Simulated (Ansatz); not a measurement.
# CsLiCr2Te2S3 in Ansatz: the effect of Hubbard term

The system is CsLiCr2Te2S3.

```
Cs Li Cr Te S
1.0
     3.60358    0.00000    0.00000
    -1.80179    3.12079    0.00000
     0.00000    0.00000   19.06651
Cs Li Cr Te S
1 1 2 2 3
Direct
  0.00000 0.00000 0.37399
  0.66667 0.33333 0.01607
  0.00000 0.00000 0.86637
  0.33333 0.66667 0.16833
  0.33333 0.66667 0.53891
  0.66667 0.33333 0.77276
  0.00000 0.00000 0.10030
  0.33333 0.66667 0.92920
  0.66667 0.33333 0.23408
```

The cell was built by a generator and needn't be a form met in nature.

Alike in all runs:

* Program: Ansatz 0.2.0
* Task: projected density of states
* Functional: PBE
* Potentials or basis: Ansatz PAW
* Cutoff: 420 eV (not typed: the program's choice for these potentials)
* k mesh: 9 × 9 × 2
* Occupations: fermi-dirac, width 0.05 eV
* Spin: collinear spin, ferromagnetic start
* Starting moments: [0.0, 0.0, 3.0, 3.0, 0.0, 0.0, 0.0, 0.0, 0.0] μB
* Hubbard projectors: ortho-atomic (the default)
* Double counting: fll (the default)

One run gave: pressure 5.4 GPa; moment 6.15 μB; largest force 1.41 eV/Å. Which Hubbard term did it use?
A. Cr d U = 2 eV
B. Cr d U = 8 eV
C. Cr d U = 6 eV
D. Cr d U = 4 eV

B.

```tsv
Hubbard term	pressure (GPa)	moment (μB)	largest force (eV/Å)
Cr d U = 2 eV	1.3	5.93	0.40
Cr d U = 4 eV	2.6	6.09	0.77
Cr d U = 6 eV	4.0	6.12	1.10
Cr d U = 8 eV	5.4	6.15	1.41
```

Caveats: the magnetic or orbital state may not be the lowest; only a ferromagnetic start was run, and an antiferromagnetic order may lie lower in energy; the density of states is complete only up to the lowest level of the last band computed; forces of over 1 eV/Å show positions far from the minimum, so gaps and moduli don't describe the material at rest (some runs).
